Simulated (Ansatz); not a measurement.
# CH2FGaO: one species, many methods

An exercise on one series of results from a longer session: the logs are not shown, and one member is left open.

Computed with Ansatz 0.2.0, Gaussian basis. Level: functionals in def2-TZVPP, the program's frozen cores in correlated methods.

Plan: LDA (SPW92), PBE-D4, revPBE-D4, BLYP-D4, r2SCAN-D4, B97M-V, PBE0-D4, B3LYP-D4, r2SCANh-D4, r2SCAN0-D4, HSE06-D4, BHLYP-D4, CAM-B3LYP-D4, LC-ωPBE, ωB97X-V, ωB97M-V, B2PLYP, PBE-QIDH; CCSD(T)/def2-SVP; CCSD(T)/def2-TZVPP; MP2/def2-QZVPP; extrapolation to the limit; RPA on PBE.

### The geometry

All runs share one geometry, relaxed beforehand with PBE0-D4 in a triple-zeta def2 set.

6 atoms, charge 0, spin multiplicity 1.

Atoms are counted from 1 here; the program's logs count them from 0.

Bond lengths: F1–C2 1.406 Å, C2–O3 1.348 Å, C2–H5 1.097 Å, C2–H6 1.097 Å, O3–Ga4 1.846 Å. Angles: F1–C2–O3 110.2°, F1–C2–H5 105.7°, F1–C2–H6 105.7°, O3–C2–H5 112.1°, O3–C2–H6 112.1°, H5–C2–H6 110.7°, C2–O3–Ga4 128.2°.

Set-up of the first run:

File in.yaml:

```yaml
crystal:
  periodic: [false, false, false]
  atoms:
    - {symbol: F, position_ang: [-0.487532, -0.732285, -1.049036]}
    - {symbol: C, position_ang: [-0.372521, 0.324032, -0.128247]}
    - {symbol: O, position_ang: [0.653479, 0.096618, 0.715257]}
    - {symbol: Ga, position_ang: [1.802993, -1.347935, 0.751010]}
    - {symbol: H, position_ang: [-0.218631, 1.228108, -0.730913]}
    - {symbol: H, position_ang: [-1.335687, 0.367562, 0.395829]}
basis:
  gaussian: {orbitals: def2-TZVPP}
hamiltonian: {xc: lda}
output: {orbitals: {seedname: orbitals}}
```

Command:

```sh
> ansatz run in.yaml --threads 2 --pin off --events-out ev --progress --plain --max-ram 4352MiB
```

Among the steps run: LDA; PBE-D4 (GGA); revPBE-D4 (GGA); BLYP-D4 (GGA); r2SCAN-D4 (meta-GGA); B97M-V (meta-GGA); PBE0-D4 (hybrid); B3LYP-D4 (hybrid); r2SCANh-D4 (hybrid); r2SCAN0-D4 (hybrid); HSE06-D4 (hybrid); BHLYP-D4 (hybrid); CAM-B3LYP-D4 (range-separated); LC-ωPBE (range-separated); ωB97X-V (range-separated); ωB97M-V (range-separated); B2PLYP (double hybrid); PBE-QIDH (double hybrid).

One of the session's tables, all rows but one given; the rest of the session is left out.

It belongs to the step «Orbital energies across the functionals». 

| functional | HOMO (eV) | gap (eV) |
| --- | --- | --- |
| LDA (SPW92) | -6.55 | 4.34 |
| PBE-D4 | -6.33 | 4.34 |
| revPBE-D4 | -6.25 | 4.36 |
| BLYP-D4 | -6.25 | 4.33 |
| r2SCAN-D4 | -6.61 | 4.79 |
| B97M-V | -6.46 | 4.55 |
| PBE0-D4 | -7.38 | 6.14 |
| B3LYP-D4 | -7.26 | 5.77 |
| r2SCANh-D4 | -7.00 | 5.45 |
| r2SCAN0-D4 | ? | ? |
| HSE06-D4 | -6.97 | 5.37 |
| BHLYP-D4 | -8.33 | 7.82 |
| CAM-B3LYP-D4 | -8.72 | 8.40 |
| LC-ωPBE | -9.90 | 10.69 |
| ωB97X-V | -9.59 | 10.27 |
| ωB97M-V | -9.56 | 10.07 |

Q: Estimate the row for r2SCAN0-D4 from the others.

Worked estimate for «HOMO (eV)». Against the share of exact exchange, r2SCAN-D4 (0, -6.61), r2SCANh-D4 (0.1, -7.00) give a slope of -3.90 per unit share; at 0.25 the line stands at -7.58.

As computed: HOMO (eV): -7.58; gap (eV): 6.43. In «HOMO (eV)» the line misses by 0.00.
